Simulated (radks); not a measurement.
# As⁺ in [Ar] 3d10 4s2 4p1 5p1: an all-electron calculation

One table from this session's results is given with a row withheld; the runs are named, their logs left out.

Program: radks (a radial shooting solver on a logarithmic mesh, Libxc functionals) version 1. Level of theory: Dirac Kohn-Sham, HCTH/407, spin-unpolarised, spherical densities, finite nucleus; open shells fill j = l - 1/2 first. These are calculated values, not measurements, unless marked.

**The atom as given**

- element: arsenic (Z = 33)
- charge: +1
- electrons: 32
- configuration: [Ar] 3d10 4s2 4p1 5p1
- nuclear rms radius: 4.0968 fm

Set-up of the first run:

Settings of this run:

```text
Z 33
configuration [Ar] 3d10 4s2 4p1 5p1 5s0 4d0
relativity Dirac
functional hcth_407
spin unpolarised
j_filling energy
nucleus finite rms 4.0968 fm
c 137.035999084
```

One of the session's tables, all rows but one given; the rest of the session is left out.

It belongs to the step «Orbitals and density». Radial moments (bohr):

```
level      <r>  outermost maximum (interpolated)  90 % within  nodes
1s1/2  0.04552                            0.0298       0.0814      0
2s1/2   0.2025                             0.170        0.314      1
2p1/2   0.1746                             0.134        0.286      0
2p3/2   0.1783                             0.137        0.291      0
3s1/2   0.5975                             0.522        0.892      2
3p1/2   0.6086                             0.515        0.933      1
3p3/2   0.6191                             0.523        0.949      1
3d3/2        ?                                 ?            ?      ?
3d5/2   0.6728                             0.477         1.12      0
4s1/2    1.814                              1.57         2.68      3
4p1/2    2.156                              1.81         3.25      2
4p3/2    2.189                              1.84         3.30      2
5s1/2    4.783                              4.37         6.89      4
4d3/2    3.969                              3.22         6.19      1
4d5/2    3.984                              3.24         6.21      1
5p1/2    5.876                              5.32         8.56      3
5p3/2    5.938                              5.38         8.65      3
```

**Question.** Estimate the row for 3d3/2.

The run gave: <r>: 0.6682; outermost maximum (interpolated): 0.474; 90 % within: 1.12; nodes: 0. In the column «<r>» it lies between 3p3/2 (0.6191) and 3d5/2 (0.6728).
